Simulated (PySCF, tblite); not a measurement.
# C6H3ClNO radical: geometry, infrared bands and EPR parameters

Aim: predict the infrared bands and EPR parameters of C6H3ClNO radical (`CC#Cc1[c]c(Cl)on1`).

The runs use tblite 0.8.0 and PySCF 2.14.0, with density-fitted response routines of our own; the level of theory stands in each step. All values are computed, except where a source is named. Atoms are numbered from 0 throughout.

### 1 The starting structure

12 atoms, charge 0, multiplicity 2; geometry from: force field or distance geometry start.

Bonds of the start (Å): C0–C1 1.50, C1–C2 1.19, C2–C3 1.45, C3–C4 1.39, C4–C5 1.40, C5–Cl6 1.74, C5–O7 1.30, O7–N8 1.31, N8–C3 1.35, C0–H9 1.08, C0–H10 1.10, C0–H11 1.12.

### 2 Relaxing the molecule with GFN2-xTB

The job: settings as JSON, then the geometry in Å.

```
{"job": {"kind": "relax", "xc": "GFN2-xTB", "basis": "xTB"}, "charge": 0, "multiplicity": 2}
C      3.113400     0.009200     0.360100
C      1.625200    -0.081500     0.222800
C      0.439800    -0.158400     0.117900
C     -1.002300    -0.207300    -0.024800
C     -1.897200     0.795400     0.312600
C     -3.195200     0.343000     0.030900
Cl    -4.624800     1.293900     0.285600
O     -3.032900    -0.869100    -0.418500
N     -1.768900    -1.223500    -0.459500
H      3.468300    -0.993700     0.572800
H      3.545700     0.481300    -0.539300
H      3.329900     0.610000     1.278100
```

The run is started by

```
OMP_NUM_THREADS=1 python probes_run.py task.json out
```

The driver reads the jobs from task.json and runs them one after another.

**Question.** This job is followed by: GFN2-xTB harmonic vibrations, gas phase; UKS B3LYP, pcH-1 on C Cl H N O, non-relativistic, mean-field spin-orbit, GIAO. Predict these results of the whole session: strongest single infrared mode (GFN2-xTB); zero-point energy (GFN2-xTB); g(iso) (B3LYP); ⟨S²⟩; largest a(iso) (averaged by class); surface potential, 1st and 99th percentile.

As calculated:

```
                                 quantity                  value
strongest single infrared mode (GFN2-xTB)  2366 cm⁻¹, 324 km/mol
             zero-point energy (GFN2-xTB)          44.8 kcal/mol
                           g(iso) (B3LYP)                2.00207
                                     ⟨S²⟩     0.758 (exact 0.75)
       largest a(iso) (averaged by class)   13C on C4, 569.7 MHz
    surface potential, 1st and 99th percentile     -1.47 V and 1.16 V
```

In words: Relaxing lowered the energy by 0.472 eV in 34 steps; the close pair that moved most is C0–C1, from 1.497 to 1.439 Å. The lowest mode is imaginary (32i cm⁻¹), so the xTB geometry is not a minimum. The strongest single mode, at 2366 cm⁻¹, moves mainly C1 and C2. GFN2-xTB is a fitted tight-binding method: band positions and strengths are rough. Its intensities can rank the bands wrongly. C4 carries the largest spin population, 1.01 e. The isotropic g lies 0.2 ppt below the free-electron value.
